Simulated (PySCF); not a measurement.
# C10H8: the cost of one run

Computed with PySCF 2.14.0. Level: levels as typed in each script, gas phase, geometry from GFN2-xTB.

1 further run of the same task is left out (it didn't finish).

## Step 1: The system as given

SMILES `c1ccc2ccccc2c1`, 18 atoms, charge 0, spin multiplicity 1.

Bond lengths: C1–C2 1.404 Å, C1–C10 1.366 Å, C1–H11 1.080 Å, C2–C3 1.366 Å, C2–H12 1.080 Å, C3–C4 1.411 Å, C3–H13 1.081 Å, C4–C5 1.411 Å, C4–C9 1.420 Å, C5–C6 1.366 Å, C5–H14 1.081 Å, C6–C7 1.404 Å, C6–H15 1.080 Å, C7–C8 1.366 Å, C7–H16 1.080 Å, C8–C9 1.411 Å, C8–H17 1.081 Å, C9–C10 1.411 Å and more. Angles: C2–C1–C10 120.3°, C2–C1–H11 119.3°, C10–C1–H11 120.3°, C1–C2–C3 120.3°, C1–C2–H12 119.3°, C3–C2–H12 120.3°, C2–C3–C4 120.8°, C2–C3–H13 120.6°, C4–C3–H13 118.6°, C3–C4–C5 122.2°, C3–C4–C9 118.9°, C5–C4–C9 118.9°, C4–C5–C6 120.8°, C4–C5–H14 118.6°, C6–C5–H14 120.6°, C5–C6–C7 120.3°, C5–C6–H15 120.3°, C7–C6–H15 119.3° and more.

Geometry (Å):

```mol
C10H8
  3D, bonds by distance, orders not assigned

 18 19  0  0  0  0  0  0  0  0999 V2000
    2.4142    0.7020    0.0000 C   0  0
    2.4142   -0.7020    0.0000 C   0  0
    1.2348   -1.3919    0.0000 C   0  0
   -0.0000   -0.7098    0.0000 C   0  0
   -1.2347   -1.3919    0.0000 C   0  0
   -2.4142   -0.7020    0.0000 C   0  0
   -2.4142    0.7020    0.0000 C   0  0
   -1.2347    1.3919    0.0000 C   0  0
   -0.0000    0.7098    0.0000 C   0  0
    1.2348    1.3919    0.0000 C   0  0
    3.3562    1.2311    0.0000 H   0  0
    3.3562   -1.2311    0.0000 H   0  0
    1.2296   -2.4729    0.0000 H   0  0
   -1.2296   -2.4729    0.0000 H   0  0
   -3.3561   -1.2311    0.0000 H   0  0
   -3.3561    1.2311    0.0000 H   0  0
   -1.2296    2.4729    0.0000 H   0  0
    1.2296    2.4729    0.0000 H   0  0
  1  2  8  0
  2  3  8  0
  3  4  8  0
  4  5  8  0
  5  6  8  0
  6  7  8  0
  7  8  8  0
  8  9  8  0
  9 10  8  0
  1 11  8  0
  2 12  8  0
  3 13  8  0
  5 14  8  0
  6 15  8  0
  7 16  8  0
  8 17  8  0
 10 18  8  0
  1 10  8  0
  4  9  8  0
M  END
```

## Step 2: Removing and adding an electron (PBE/cc-pvdz)

File input.py:

```python
import numpy as np
from pyscf import gto, scf, dft
from pyscf.scf import atom_ks, atom_hf
from scipy.linalg import block_diag

def solve(mol, dm0=None, hcore=None):
    mf = (dft.UKS if mol.spin else dft.RKS)(mol, xc='pbe')
    mf.grids.level = 3
    mf = mf.density_fit(auxbasis='def2-universal-jkfit')
    mf.conv_tol, mf.max_cycle = 1e-8, 80
    if hcore is not None:
        mf.get_hcore = lambda *args: hcore
    mf.kernel(dm0)
    if not mf.converged:
        mf = mf.newton().run(mf.mo_coeff, mf.mo_occ, max_cycle=30)
    assert mf.converged, 'SCF not converged'
    return mf

mol = gto.M(atom='''
C      2.41424     0.70196     0.00000
C      2.41424    -0.70196     0.00000
C      1.23475    -1.39192     0.00000
C     -0.00003    -0.70982     0.00000
C     -1.23474    -1.39192     0.00000
C     -2.41423    -0.70196     0.00000
C     -2.41423     0.70196     0.00000
C     -1.23474     1.39192     0.00000
C     -0.00003     0.70982     0.00000
C      1.23475     1.39192     0.00000
H      3.35616     1.23114     0.00000
H      3.35616    -1.23114     0.00000
H      1.22959    -2.47293     0.00000
H     -1.22957    -2.47293     0.00000
H     -3.35615    -1.23114     0.00000
H     -3.35615     1.23114     0.00000
H     -1.22957     2.47293     0.00000
H      1.22959     2.47293     0.00000
''', basis='cc-pvdz', charge=0, spin=0, verbose=4)
mf = solve(mol)
out = dict(e0=mf.e_tot, dm0=mf.make_rdm1(), c=mf.mo_coeff, occ=mf.mo_occ, eps=mf.mo_energy)
for name, dq, spin in [('cation', 1, 1), ('anion', -1, 1)]:
    ion = mol.copy().set(charge=mol.charge + dq, spin=spin).build()
    mi = solve(ion)
    if spin and dq > 0 and mol.nao < 130:
        c, _, stable, _ = mi.stability(return_status=True)
        if not stable:
            mi = solve(ion, mi.make_rdm1(c, mi.mo_occ))
    print(name, 'vertical energy change / eV', (mi.e_tot - mf.e_tot) * 27.211386)
    out.update({'e_' + name: mi.e_tot, 'dm_' + name: mi.make_rdm1(), 's2_' + name: mi.spin_square()[0], 'eps_' + name: mi.mo_energy, 'occ_' + name: mi.mo_occ})
# spherically averaged free atoms, for the promolecule
atm = atom_ks.get_atm_nrks(mol, xc='pbe')
pro = block_diag(*[(atm[a[0]][2] * atm[a[0]][3]) @ atm[a[0]][2].T for a in mol._atom])
np.savez('result.npz', pro=pro, **out)
```

Command:

```console
OMP_NUM_THREADS=1 python input.py
```

Q: Estimate wall time and peak memory on 1 thread of Arm Neoverse V2, shared host.

About 3.8 min, with a peak of 0.73 GiB.
